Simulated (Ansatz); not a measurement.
# CH7BN2O: one species, many methods

One table from this session's results is given with a row withheld; the runs are named, their logs left out.

Method: functionals in def2-TZVPP, the program's frozen cores in correlated methods; program: Ansatz 0.2.0, Gaussian basis.

Plan: LDA (SPW92), PBE-D4, revPBE-D4, BLYP-D4, r2SCAN-D4, B97M-V, PBE0-D4, B3LYP-D4, r2SCANh-D4, r2SCAN0-D4, HSE06-D4, BHLYP-D4, CAM-B3LYP-D4, LC-ωPBE, ωB97X-V, ωB97M-V, B2PLYP, PBE-QIDH; CCSD(T)/def2-SVP; CCSD(T)/def2-TZVPP; MP2/def2-QZVPP; extrapolation to the limit; RPA on PBE.

## Structure used throughout

The geometry comes from an earlier relaxation with PBE0-D4 in a triple-zeta def2 set; it is a stationary point, not always the lowest conformer.

SMILES `NB(N)CO`, 12 atoms, charge 0, spin multiplicity 1.

Atoms are counted from 1 here; the program's logs count them from 0.

Bond lengths: N1–B2 1.410 Å, N1–H6 1.004 Å, N1–H7 1.005 Å, B2–N3 1.413 Å, B2–C4 1.591 Å, N3–H8 1.004 Å, N3–H9 1.003 Å, C4–O5 1.428 Å, C4–H10 1.096 Å, C4–H11 1.101 Å, O5–H12 0.960 Å. Angles: B2–N1–H6 125.1°, B2–N1–H7 119.8°, H6–N1–H7 114.4°, N1–B2–N3 122.8°, N1–B2–C4 117.5°, N3–B2–C4 119.8°, B2–N3–H8 124.2°, B2–N3–H9 122.3°, H8–N3–H9 113.4°, B2–C4–O5 114.2°, B2–C4–H10 109.1°, B2–C4–H11 111.6°, O5–C4–H10 105.4°, O5–C4–H11 110.5°, H10–C4–H11 105.4°, C4–O5–H12 107.5°.

The first run:

in.yaml reads:

```yaml
crystal:
  periodic: [false, false, false]
  atoms:
    - {symbol: N, position_ang: [-0.890637, 0.942692, 0.761107]}
    - {symbol: B, position_ang: [-0.018301, -0.105907, 0.405070]}
    - {symbol: N, position_ang: [0.257733, -1.194976, 1.261939]}
    - {symbol: C, position_ang: [0.665673, -0.036893, -1.029525]}
    - {symbol: O, position_ang: [0.053366, 0.889486, -1.926905]}
    - {symbol: H, position_ang: [-1.352646, 1.033491, 1.647722]}
    - {symbol: H, position_ang: [-0.972449, 1.747974, 0.165443]}
    - {symbol: H, position_ang: [-0.082837, -1.273406, 2.203361]}
    - {symbol: H, position_ang: [0.844919, -1.960065, 0.985229]}
    - {symbol: H, position_ang: [1.699918, 0.307184, -0.916781]}
    - {symbol: H, position_ang: [0.737052, -1.032696, -1.493674]}
    - {symbol: H, position_ang: [-0.864790, 0.627912, -2.028987]}
basis:
  gaussian: {orbitals: def2-TZVPP}
hamiltonian: {xc: lda}
output: {orbitals: {seedname: orbitals}}
```

Steps of the session up to this table: LDA; PBE-D4 (GGA); revPBE-D4 (GGA); BLYP-D4 (GGA); r2SCAN-D4 (meta-GGA); B97M-V (meta-GGA); PBE0-D4 (hybrid); B3LYP-D4 (hybrid); r2SCANh-D4 (hybrid); r2SCAN0-D4 (hybrid); HSE06-D4 (hybrid); BHLYP-D4 (hybrid); CAM-B3LYP-D4 (range-separated); LC-ωPBE (range-separated); ωB97X-V (range-separated); ωB97M-V (range-separated); B2PLYP (double hybrid); PBE-QIDH (double hybrid).

One table of the session follows, with a row left open; its other results are not shown here.

It belongs to the step «Orbital energies across the functionals». 

```
  functional  HOMO (eV)  LUMO (eV)  gap (eV)
 LDA (SPW92)      -5.74      -0.15      5.60
      PBE-D4      -5.56      -0.02      5.54
   revPBE-D4      -5.50       0.05      5.54
     BLYP-D4      -5.45      -0.06      5.40
   r2SCAN-D4      -5.86       0.68      6.54
      B97M-V      -5.92       0.17      6.10
     PBE0-D4      -6.97       0.77      7.74
    B3LYP-D4      -6.74       0.42      7.16
  r2SCANh-D4      -6.39       0.92      7.31
  r2SCAN0-D4      -7.19       1.24      8.43
    HSE06-D4      -6.56       0.41      6.97
    BHLYP-D4          ?          ?         ?
CAM-B3LYP-D4      -8.42       1.46      9.88
     LC-ωPBE      -9.83       2.75     12.58
     ωB97X-V      -9.44       2.54     11.98
     ωB97M-V      -9.35       2.04     11.40
```

Q: Estimate the row for BHLYP-D4 from the others.

Worked estimate for «HOMO (eV)». Against the share of exact exchange, BLYP-D4 (0, -5.45), B3LYP-D4 (0.2, -6.74) give a slope of -6.45 per unit share; at 0.5 the line stands at -8.68.

The run gave: HOMO (eV): -8.31; LUMO (eV): 1.31; gap (eV): 9.61. In «HOMO (eV)» the line misses by -0.37.
